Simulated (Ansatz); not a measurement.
**NaLa in Ansatz: the effect of strain**

NaLa:

```
La Na
1.0
     3.46200    0.00000    0.00000
    -1.73100    2.99818    0.00000
     0.00000    0.00000    6.48378
La Na
1 1
Cartesian
  0.0000 1.9988 3.2419
  0.0000 0.0000 0.0000
```

The cell comes from a database or a generator and needn't be the stable form of this composition.

Alike in all runs:

```yaml
Program: Ansatz 0.2.0
Task: single point
Functional: PBE
Potentials_or_basis: Ansatz PAW
Cutoff: "420 eV (not typed: the program's choice for these potentials)"
k_mesh: 7 × 7 × 4
Occupations: fermi-dirac, width 0.05 eV
Spin: no spin polarisation
Kind_of_strain: biaxial
```

```tsv
strain	pressure (GPa)
-0.04	1.6
-0.02	0.6
-0.01	0.1
0	-0.2
0.01	-0.6
0.02	-0.9
0.04	?
```

**Question.** What does the run with strain 0.04 give?

**Answer.** Pressure -1.5 GPa.

Worked out: A parabola through the other rows of the pressure, of slope -19 GPa per unit of strain there, extrapolates to -1.4 GPa, against the run's -1.5.
